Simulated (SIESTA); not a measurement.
AlO2:

```xyz
6
Lattice="1.4882 -5.4028 0.0000 1.4882 5.4028 0.0000 0.0000 0.0000 3.6466" Properties=species:S:1:pos:R:3 pbc="T T T"
Al    1.4882   -1.8168    2.7350
Al    1.4882    1.8168    0.9117
O     1.4882    4.7429    2.7350
O     1.4882   -4.7429    0.9117
O     1.4882    2.2240    2.7350
O     1.4882   -2.2240    0.9117
```

The cell comes from a database or a generator and needn't be the stable form of this composition.

- Program: SIESTA 5.4.2
- Task: single point
- Functional: PBEsol
- Potentials or basis: PseudoDojo 0.4 standard (PBEsol files)
- Basis: DZP (energy shift 0.003 Ry)
- Grid cutoff: 800 Ry
- Energy shift: 0.003 Ry
- k mesh: 9 × 9 × 7
- Occupations: fermi-dirac, width 0.05 eV
- Spin: no spin polarisation

On this cell: pressure -4.3 GPa; largest force 0.864 eV/Å; band gap on the k mesh none (metal or under the smearing width).

The same run follows on a disturbed copy (atoms moved at random, drawn with an rms of 0.05 Å):

```
Al O
1.0
     1.48816   -5.40283    0.00000
     1.48816    5.40283    0.00000
     0.00000    0.00000    3.64661
Al O
2 4
Direct
  0.65090 0.31897 0.76697
  0.33785 0.68253 0.25141
  0.07716 0.95176 0.72942
  0.95916 0.08131 0.24310
  0.29823 0.72369 0.74900
  0.70944 0.29587 0.25165
```

Question: What does the disturbed cell give?

Answer: The energy (extrapolated to zero smearing) moves by +30.2 meV/atom; pressure -1.6 GPa; largest force 1.825 eV/Å; band gap on the k mesh none (metal or under the smearing width).

Forces on the atoms (eV/Å):
```
Al   1.449  0.068 -1.107
Al   0.102 -0.581  0.016
O   -1.086  1.454  0.137
O   -0.270 -0.466  0.167
O   -0.320 -0.879  0.337
O    0.126  0.402  0.451
```

Stress tensor (GPa, compression positive):
```
-2.37 -0.68  0.48
-0.68 -2.30 -0.39
 0.48 -0.39 -0.22
```

Caveats: the basis of atomic orbitals isn't converged, which shifts pressures, moduli and gaps.
